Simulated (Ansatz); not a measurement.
# BClGeH: the cost of one run

Program: Ansatz 0.2.0, Gaussian basis. Level of theory: cc-pVDZ, all electrons in the functionals, frozen cores in the correlation of double hybrids and RPA. These are calculated values, not measurements.

The runs, in order: wB97M-V, B2PLYP, RPA-PBE, at charge 0, quartet; charge 0, doublet; charge 0, sextet; charge 1, triplet; charge 1, quintet; displaced geometry v1; displaced geometry v2.

25 further runs of the same task are left out: 9 that didn't finish, 16 set aside as unsound or not needed.

## 1. The system

The geometry is a PBE0/def2-TZVP stationary point (not a proven minimum). No spin-orbit coupling is included. The filled d shell of Ge may be among the frozen orbitals whatever the setting's name suggests; the logs give the count.

4 atoms, charge 0, spin multiplicity 4.

Atoms are counted from 1 here; the program's logs count them from 0.

Bond lengths: Cl1–B2 1.724 Å, B2–Ge3 2.007 Å, Ge3–H4 1.547 Å. Angles: Cl1–B2–Ge3 123.1°, B2–Ge3–H4 123.1°.

Geometry (Å):

```xyz
4

Cl    0.0000   -0.1018    2.1610
B     0.0000    0.7916    0.6861
Ge    0.0000   -0.0782   -1.1229
H     0.0000    0.7246   -2.4453
```

No dispersion term is added; wB97M-V holds VV10 nonlocal correlation.

The geometry shown and the zero of energy belong to the point charge 0, quartet. The yardstick, UCCSDT(Q), and other wave-function levels (R restricted, U unrestricted, valence and pair active spaces) come from earlier runs.

## 2. wB97M-V, charge 0, quartet

in.yaml

```yaml
crystal:
  periodic: [false, false, false]
  atoms:
    - {symbol: Cl, position_ang: [0.000000, -0.101777, 2.160962]}
    - {symbol: B, position_ang: [0.000000, 0.791619, 0.686080]}
    - {symbol: Ge, position_ang: [0.000000, -0.078196, -1.122868]}
    - {symbol: H, position_ang: [0.000000, 0.724557, -2.445252]}
basis:
  gaussian: {orbitals: cc-pVDZ}
magnetization: {spin_polarized: true, initial_magnetization: 3}
hamiltonian: {xc: {name: wB97M-V}}
output: {orbitals: {seedname: orbitals}}
```

The run is started by

```console
$ ansatz run in.yaml --threads 1 --pin off --events-out ev --progress --plain --max-ram 2393MiB
```

**Question.** How long does this run take on 1 thread of Intel Xeon Platinum 8488C, shared host, and how much memory does it need?

About 9 s, with a peak of 0.3 GiB.
